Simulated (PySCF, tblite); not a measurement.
# C₅H₁₀NP: geometry, infrared bands and NMR shifts

Wanted: the infrared bands and NMR shifts of C₅H₁₀NP (`CCP1(=NC)C=C1`), by calculation.

The runs use tblite 0.8.0 and PySCF 2.14.0, with density-fitted response routines of our own; the level of theory stands in each step. All values are computed, except where a source is named. Atoms are numbered from 0 throughout.

**1. The molecule as given**

17 atoms, charge 0, multiplicity 1; geometry from: force field or distance geometry start.

Bonds of the start (Å): C0–C1 1.49, C1–P2 1.78, P2–N3 1.56, N3–C4 1.43, P2–C5 1.78, C5–C6 1.33, C6–P2 1.80, C0–H7 1.11, C0–H8 1.13, C0–H9 1.09, C1–H10 1.11, C1–H11 1.14, C4–H12 1.11, C4–H13 1.12, C4–H14 1.09, C5–H15 1.09, C6–H16 1.11.

**2. Optimising the geometry with GFN2-xTB**

What the job is given:

```
{"job": {"kind": "relax", "xc": "GFN2-xTB", "basis": "xTB"}, "charge": 0, "multiplicity": 1}
C     -2.402100    -0.514100    -0.608900
C     -1.318000    -0.277100     0.385500
P      0.232800     0.321000    -0.250500
N      1.360900    -0.646600    -0.719200
C      2.331800    -1.160500     0.203200
C      0.499000     2.026700    -0.685200
C      0.812800     1.800800     0.588400
H     -3.175900     0.263900    -0.413300
H     -2.880500    -1.506300    -0.370000
H     -2.050600    -0.492500    -1.644300
H     -1.699500     0.391200     1.186500
H     -1.123200    -1.253000     0.946300
H      3.088800    -0.372300     0.398000
H      1.867600    -1.483100     1.165500
H      2.829200    -2.001400    -0.289700
H      0.445600     2.772500    -1.484600
H      1.174400     2.142800     1.582200
```

On the command line:

```bash
OMP_NUM_THREADS=1 python probes_run.py task.json out
```

This one command runs all jobs of the session in turn.

**Question.** This job is followed by: GFN2-xTB harmonic vibrations, gas phase; GIAO PBE0/pcSseg-1 NMR shielding, non-relativistic, gas phase. Predict these results of the whole session: strongest single infrared mode (GFN2-xTB); zero-point energy (GFN2-xTB); ¹³C shifts against TMS (PBE0/pcSseg-1, means over atoms taken as alike); ¹H shifts against TMS (PBE0/pcSseg-1, means over atoms taken as alike); ³¹P shifts against H3PO4 (PBE0/pcSseg-1); ¹⁵N shifts against NH3 (PBE0/pcSseg-1).

The runs gave:

| quantity | value |
| --- | --- |
| strongest single infrared mode (GFN2-xTB) | 1301 cm⁻¹, 217 km/mol |
| zero-point energy (GFN2-xTB) | 85.4 kcal/mol |
| ¹³C shifts against TMS (PBE0/pcSseg-1, means over atoms taken as alike) | 184.8, 34.8, 33.5, 12.0 ppm |
| ¹H shifts against TMS (PBE0/pcSseg-1, means over atoms taken as alike) | 10.01, 2.86, 1.85, 1.52 ppm |
| ³¹P shifts against H3PO4 (PBE0/pcSseg-1) | -118.2 ppm |
| ¹⁵N shifts against NH3 (PBE0/pcSseg-1) | 25.3 ppm |

What this shows: The optimisation took 151 steps and gained 1.201 eV; among the close pairs (by a distance rule), C1–H11 changed most, from 1.142 to 1.092 Å. The lowest mode is slightly imaginary (10i cm⁻¹), a soft motion within the noise of the Hessian, so the minimum is not strictly shown. The strongest single mode, at 1301 cm⁻¹, moves mainly N3. GFN2-xTB is a fitted tight-binding method: band positions and strengths are rough. Its intensities can rank the bands wrongly. At PBE0/pcSseg-1: Shielding is most anisotropic at P2 (span 569 ppm, paramagnetic term -528 ppm).
